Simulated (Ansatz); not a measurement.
# PIr2: properties at the relaxed cell

An exercise on one series of results from a longer session: the logs are not shown, and one member is left open.

The COD entry's cell or inner coordinates are ideal or old and differ from later refinements, so a difference from it is no clean test against experiment.

Method: DFT PBEsol, scalar-relativistic, plane waves, PAW, in Ansatz 0.2.0.

1 further run of the same task is left out (set aside as unsound or not needed).

**The structure to begin with**

The structure is cubic, space group Fm-3m (No. 225). Conventional cell: a = 5.533 Å, b = 5.533 Å, c = 5.533 Å, α = 90.00°, β = 90.00°, γ = 90.00°. Around P (site symmetry m-3m) lie 8 Ir at 2.40 Å. Ir (site symmetry -43m) has 4 P at 2.40 Å as nearest neighbours.

Coordinates:

```cif
data_structure
_symmetry_space_group_name_H-M 'P 1'
_symmetry_Int_Tables_number 1
_cell_length_a 3.9122
_cell_length_b 3.9122
_cell_length_c 3.9122
_cell_angle_alpha 60.000
_cell_angle_beta 60.000
_cell_angle_gamma 60.000
_cell_volume 42.34
loop_
_atom_site_label
_atom_site_type_symbol
_atom_site_fract_x
_atom_site_fract_y
_atom_site_fract_z
_atom_site_occupancy
P1 P 0.00000 0.00000 0.00000 1
Ir1 Ir 0.25000 0.25000 0.25000 1
Ir2 Ir 0.75000 0.75000 0.75000 1
```

It is the result of an earlier relaxation at this level (volume 14.11 Å³/atom; gap on the mesh: none (metal)).

Set-up of the first run:

Contents of input.yaml:

```yaml
crystal:
  lattice:
    - [0.0, 2.7663420372, 2.7663420372]
    - [2.7663420372, 0.0, 2.7663420372]
    - [2.7663420372, 2.7663420372, 0.0]
  atoms:
    - { symbol: P, position: [0.0, 0.0, 0.0] }
    - { symbol: Ir, position: [0.25, 0.25, 0.25] }
    - { symbol: Ir, position: [0.75, 0.75, 0.75] }
basis:
  ecutwfc: 420
kpoints:
  mp_grid: { grid: [14, 14, 14] }
  band_path:
    path:
      - [[0.0, 0.0, 0.0], [0.5, 0.0, 0.5], [0.625, 0.25, 0.625]]
      - [[0.375, 0.375, 0.75], [0.0, 0.0, 0.0], [0.5, 0.5, 0.5], [0.5, 0.25, 0.75], [0.5, 0.0, 0.5]]
    npoints: 14
hamiltonian:
  xc: pbesol
scf:
  occupations: { method: gaussian, width: 0.1 }
  n_extra_bands: 7
output:
  forces: true
  stress: true
  eigenvalues: true
  populations: true
  dos: { projected: true, de: 0.02, nscf_kmesh: { grid: [21, 21, 21] } }
  bader: true
```

Command:

```bash
$ ansatz run input.yaml --threads 1 --pin off --max-ram 2560MiB --backend cpu --events-out ev --progress --plain --runs-dir out
```

Steps of the session up to this table: Electronic structure at the relaxed geometry; The cell scaled to 0.97 of its volume; Volume × 1.03; Point at V/V0 = 0.94; Point at V/V0 = 1.06.

One of the session's tables, all rows but one given; the rest of the session is left out.

It belongs to the step «Equation of state». 

| volume (Å³/atom) | energy above the lowest point (meV/atom) | pressure (GPa) |
| --- | --- | --- |
| 13.266 | 54.6 | 21.95 |
| 13.690 | 12.8 | 10.01 |
| 14.113 | 0.0 | 0.00 |
| 14.537 | ? | ? |
| 14.960 | 43.2 | -15.40 |

**Question.** Estimate the row for volume (Å³/atom) = 14.537.

Worked estimate for «energy above the lowest point (meV/atom)». A straight line through the neighbours (14.113, 0.0) and (14.960, 43.2) gives 0.0 + (43.2 − 0.0) × (14.537 − 14.113) / (14.960 − 14.113) = 21.6; a parabola fitted to 3 rows on both sides gives 10.1.

**Answer.** energy above the lowest point (meV/atom): 11.4; pressure (GPa): -8.39. In «energy above the lowest point (meV/atom)» the line misses by +10.2 and the parabola by -1.3.
